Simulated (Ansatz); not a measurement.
# Sn, space group Fd-3m: a point defect in a supercell

Run with Ansatz 0.2.0 through its Python package.

`sn_defect.py`:
```python
# -*- coding: utf-8 -*-
import warnings

import ansatz as az
import numpy as np


def main():
    warnings.simplefilter("ignore", az.DeckWarning)

    vectors = np.array([
        [0.0, 3.233343, 3.233343],
        [3.233343, 0.0, 3.233343],
        [3.233343, 3.233343, 0.0],
    ])
    cell = (
        az.Lattice.of(vectors)
        .atom("Sn", [0.0, 0.0, 0.0])
        .atom("Sn", [0.25, 0.25, 0.25])
    )
    host = cell.supercell(2, 2, 2)
    defective = host.vacancy("Sn", at=[0.0, 0.0, 0.0])

    def prepare(structure):
        return (
            structure.calculation()
            .functional("LDA")
            .occupations("fermi_dirac")
            .kpoints(density=1.7)
            .band_table()
        )


    perfect = prepare(host).run().report
    base = prepare(defective).forces()
    outcome = base.run()
    data = outcome.report

    n_host, n_defect = len(perfect["lattice"]["sites"]), len(data["lattice"]["sites"])
    print(f"perfect cell: {n_host} atoms, F = {perfect['free_energy_ev']:.4f} eV")
    print(f"defect cell:  {n_defect} atoms, F = {data['free_energy_ev']:.4f} eV")
    print(f"vacancy formation energy {data['free_energy_ev'] - perfect['free_energy_ev'] * n_defect / n_host:.3f} eV")

    for site in outcome.lattice.sites:
        print(f"{site.symbol:2s}", " ".join(f"{v:8.4f}" for v in site.position_ang))


if __name__ == "__main__":
    main()
```

```console
$ python sn_defect.py
perfect cell: 16 atoms, F = -94070.7004 eV
defect cell:  15 atoms, F = -88189.6836 eV
vacancy formation energy 1.598 eV
Sn   1.6167   1.6167   1.6167
Sn   3.2333   3.2333   0.0000
Sn   4.8500   4.8500   1.6167
Sn   3.2333   0.0000   3.2333
Sn   4.8500   1.6167   4.8500
Sn   6.4667   3.2333   3.2333
Sn   8.0834   4.8500   4.8500
Sn   0.0000   3.2333   3.2333
Sn   1.6167   4.8500   4.8500
Sn   3.2333   6.4667   3.2333
Sn   4.8500   8.0834   4.8500
Sn   3.2333   3.2333   6.4667
Sn   4.8500   4.8500   8.0834
Sn   6.4667   6.4667   6.4667
Sn   8.0834   8.0834   8.0834
```

What to keep in mind:
- Absolute energies stand on the zero of these potentials, so only differences at equal settings mean something. A total without «per atom» is that of the cell as typed.
- The atoms stand at ideal sites; relaxing them can change energy and levels by an eV or more.
- The supercell is small, so the defect meets its images and the energies aren't those of an isolated defect; a partly filled defect level may also lower its energy by spin or distortion. For a charged cell the difference holds no correction, alignment or term for the electrons' reservoir.
- The whole script took 25 s on 1 thread of Intel(R) Xeon(R) Processor @ 2.30GHz, on a shared host, peak memory 0.99 GiB.
